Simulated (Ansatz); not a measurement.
Geometry optimisation, Ansatz, DFT PBE-D3(BJ), scalar-relativistic, plane waves, PAW.

Input:

```yaml
crystal:
  lattice:
    - [6.846888, 0.0, 0.0]
    - [0.0, 6.846888, 0.0]
    - [0.0, 0.0, 22.409808]
  atoms:
    - { symbol: Zr, position: [0.1514012, 0.3485988, 0.1645938] }
    - { symbol: Zr, position: [0.8485988, 0.3485988, 0.0446233] }
    - { symbol: Zr, position: [0.8485988, 0.6514012, 0.1645938] }
    - { symbol: Zr, position: [0.1514012, 0.6514012, 0.0446233] }
    - { symbol: Al, position: [0.0, 0.0, 0.2245791] }
    - { symbol: Al, position: [0.0, 0.0, 0.1046086] }
    - { symbol: Zr, position: [0.6514012, 0.8485988, 0.0446233] }
    - { symbol: Zr, position: [0.3485988, 0.8485988, 0.1645938] }
    - { symbol: Zr, position: [0.3485988, 0.1514012, 0.0446233] }
    - { symbol: Zr, position: [0.6514012, 0.1514012, 0.1645938] }
    - { symbol: Al, position: [0.5, 0.5, 0.1046086] }
    - { symbol: Al, position: [0.5, 0.5, 0.2245791] }
    - { symbol: Zr, position: [0.1514012, 0.3485988, 0.4045349] }
    - { symbol: Zr, position: [0.8485988, 0.3485988, 0.2845644] }
    - { symbol: Zr, position: [0.8485988, 0.6514012, 0.4045349] }
    - { symbol: Zr, position: [0.1514012, 0.6514012, 0.2845644] }
    - { symbol: Al, position: [0.0, 0.0, 0.4645202] }
    - { symbol: Al, position: [0.0, 0.0, 0.3445496] }
    - { symbol: Zr, position: [0.6514012, 0.8485988, 0.2845644] }
    - { symbol: Zr, position: [0.3485988, 0.8485988, 0.4045349] }
    - { symbol: Zr, position: [0.3485988, 0.1514012, 0.2845644] }
    - { symbol: Zr, position: [0.6514012, 0.1514012, 0.4045349] }
    - { symbol: Al, position: [0.5, 0.5, 0.3445496] }
    - { symbol: Al, position: [0.5, 0.5, 0.4645202] }
    - { symbol: C, position: [0.495728, 0.8405402, 0.5243154] }
    - { symbol: C, position: [0.6132059, 0.6913808, 0.5243154] }
    - { symbol: H, position: [0.4324707, 0.9208568, 0.5600141] }
    - { symbol: H, position: [0.6764632, 0.6110641, 0.5600141] }
basis:
  ecutwfc: 420.0
kpoints:
  mp_grid: { grid: [2, 2, 1] }
hamiltonian:
  xc: pbe
  dispersion: d3bj
scf:
  occupations: { method: fermi_dirac, width: 0.1 }
  lower_state_search: "off"
relax:
  f_tol: 0.08
  max_steps: 25
  adjacent_minimum: "off"
  constraints: [{ sites: [1, 3, 5, 6, 8, 10] }]
```

Run as:

```bash
$ ansatz run input.yaml --threads 4 --pin off --max-ram 10240MiB --backend cpu --events-out ev --progress --plain --runs-dir out
```

Where does it end, and by what steps?

It converged. The threshold is loose, so the end isn't yet a minimum. Limits of this set-up: coarse k mesh, slab without dipole correction. After 18 steps the energy has fallen by 4.019 eV; H28 moved furthest, 2.31 Å. Parted: Al24–C26 (2.03 → 3.49 Å). Joined: Zr15–C25 (3.84 → 2.43 Å), Al17–C26 (3.64 → 1.98 Å), Zr20–H27 (3.57 → 2.36 Å), Zr22–C25 (3.59 → 2.43 Å), Zr22–C26 (4.15 → 2.51 Å).

```json
{"step": "0", "energy less start (eV)": "0.0000", "largest force component (eV/Å)": "2.476", "accepted": "yes"}
{"step": "1", "energy less start (eV)": "-0.9690", "largest force component (eV/Å)": "1.644", "accepted": "yes"}
{"step": "2", "energy less start (eV)": "-1.3906", "largest force component (eV/Å)": "0.676", "accepted": "yes"}
{"step": "3", "energy less start (eV)": "-1.7206", "largest force component (eV/Å)": "0.616", "accepted": "yes"}
{"step": "4", "energy less start (eV)": "-1.9846", "largest force component (eV/Å)": "0.612", "accepted": "yes"}
{"step": "5", "energy less start (eV)": "-2.2258", "largest force component (eV/Å)": "0.426", "accepted": "yes"}
{"step": "6", "energy less start (eV)": "-2.5336", "largest force component (eV/Å)": "0.375", "accepted": "yes"}
{"step": "7", "energy less start (eV)": "-2.7197", "largest force component (eV/Å)": "0.386", "accepted": "yes"}
{"step": "8", "energy less start (eV)": "-2.8943", "largest force component (eV/Å)": "0.339", "accepted": "yes"}
{"step": "9", "energy less start (eV)": "-3.0485", "largest force component (eV/Å)": "0.318", "accepted": "yes"}
{"step": "10", "energy less start (eV)": "-3.1408", "largest force component (eV/Å)": "0.398", "accepted": "yes"}
{"step": "11", "energy less start (eV)": "-3.2543", "largest force component (eV/Å)": "0.394", "accepted": "yes"}
{"step": "12", "energy less start (eV)": "-3.4053", "largest force component (eV/Å)": "0.579", "accepted": "yes"}
{"step": "13", "energy less start (eV)": "-3.6512", "largest force component (eV/Å)": "0.706", "accepted": "yes"}
{"step": "14", "energy less start (eV)": "-3.9223", "largest force component (eV/Å)": "0.547", "accepted": "yes"}
{"step": "15", "energy less start (eV)": "-3.9818", "largest force component (eV/Å)": "0.587", "accepted": "yes"}
{"step": "16", "energy less start (eV)": "-3.9934", "largest force component (eV/Å)": "0.318", "accepted": "yes"}
{"step": "17", "energy less start (eV)": "-4.0154", "largest force component (eV/Å)": "0.128", "accepted": "yes"}
{"step": "18", "energy less start (eV)": "-4.0188", "largest force component (eV/Å)": "0.076", "accepted": "yes"}
```

```xyz
28
Lattice="6.8469 0.0000 0.0000 0.0000 6.8469 0.0000 0.0000 0.0000 22.4098" Properties=species:S:1:pos:R:3
Zr 1.071 2.351 3.473
Zr 5.810 2.387 1.000
Zr 5.784 4.491 3.493
Zr 1.037 4.460 1.000
Al 0.001 0.012 4.933
Al 0.000 0.000 2.344
Zr 4.460 5.810 1.000
Zr 2.351 5.776 3.481
Zr 2.387 1.037 1.000
Zr 4.491 1.067 3.478
Al 3.423 3.423 2.344
Al 3.425 3.414 4.939
Zr 1.032 2.427 8.819
Zr 5.836 2.422 6.301
Zr 5.649 4.638 8.943
Zr 1.007 4.442 6.304
Al 0.197 0.083 10.202
Al -0.030 0.028 7.561
Zr 4.429 5.849 6.258
Zr 2.360 5.719 8.786
Zr 2.386 1.049 6.325
Zr 4.543 1.027 9.003
Al 3.447 3.396 7.562
Al 3.396 3.358 10.216
C 4.011 5.858 10.257
C 5.275 6.247 10.764
H 3.166 5.785 11.003
H 5.398 6.253 11.860
```

Whether the end is a true minimum wasn't checked by a vibrational analysis.

Run time: 79 s on 4 threads of Intel(R) Xeon(R) 6975P-C (Granite Rapids) (shared host), peak memory 3.1 GiB.
